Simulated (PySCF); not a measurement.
# SnTe (SMILES [Sn][Te]) at wB97X-V/ccECP-cc-pVDZ (core potential, nlc grid 1)

Wanted: a structure relaxation of SnTe. The job is set up through a Python script.

Program for the calculation: PySCF 2.14.0.

1 further run of the same task is left out (set aside as unsound or not needed).

## (1) The structure to begin with

The species is SnTe (2 atoms), meant as a singlet with charge 0. As SMILES, `[Sn][Te]`. Geometry: a GFN2-xTB relaxation, a rough one for these elements and not checked as a minimum. The run starts from this shape.

Bond lengths: Sn1–Te2 2.537 Å.

## (2) A geometry optimisation at wB97X-V/ccECP-cc-pVDZ (core potential, nlc grid 1)

Contents of start.xyz:

```xyz
2

Sn     0.000000     0.000000     0.000000
Te     0.000000     0.000000     2.536770
```

Contents of job.py:

```python
from pyscf import gto, dft
from pyscf.geomopt.geometric_solver import kernel as optimise

system = gto.M(
    atom='start.xyz',
    max_memory=1860,
    ecp='ccecp',
    verbose=3,
    basis='ccecp-cc-pvdz',
)

mf = dft.RKS(system)
mf.xc = 'wb97x-v'
mf.nlcgrids.level = 1
mf.conv_tol = 1e-10
mf.grids.level = 4
converged, mol_eq = optimise(mf, maxsteps=60, convergence_set='GAU_TIGHT')
print('converged:', converged)
print(mol_eq.tostring())

mf.reset(mol_eq)
system = mol_eq
mf.kernel()
if not mf.converged:
    mf = mf.newton().run(mf.mo_coeff, mf.mo_occ)
etot = mf.e_tot
print('E = %.10f Eh' % etot)
```

The run is started by

```console
$ OMP_NUM_THREADS=1 python job.py
```

**Question.** What will come out? Wanted: total energy at the end; dipole moment; HOMO energy; LUMO energy; HOMO–LUMO gap; bond length.

Computed results:

Level: wB97X-V/ccECP-cc-pVDZ (core potential, nlc grid 1).

```
               quantity         value
total energy at the end  -11.64961 Eh
          dipole moment        2.39 D
            HOMO energy      -8.72 eV
            LUMO energy      -0.92 eV
          HOMO–LUMO gap       7.80 eV
            bond length       2.491 Å
```

**Reading.** At the final geometry: Bond lengths: Sn1–Te2 2.491 Å. The optimisation took 5 steps and changed the energy by -0.018 eV.
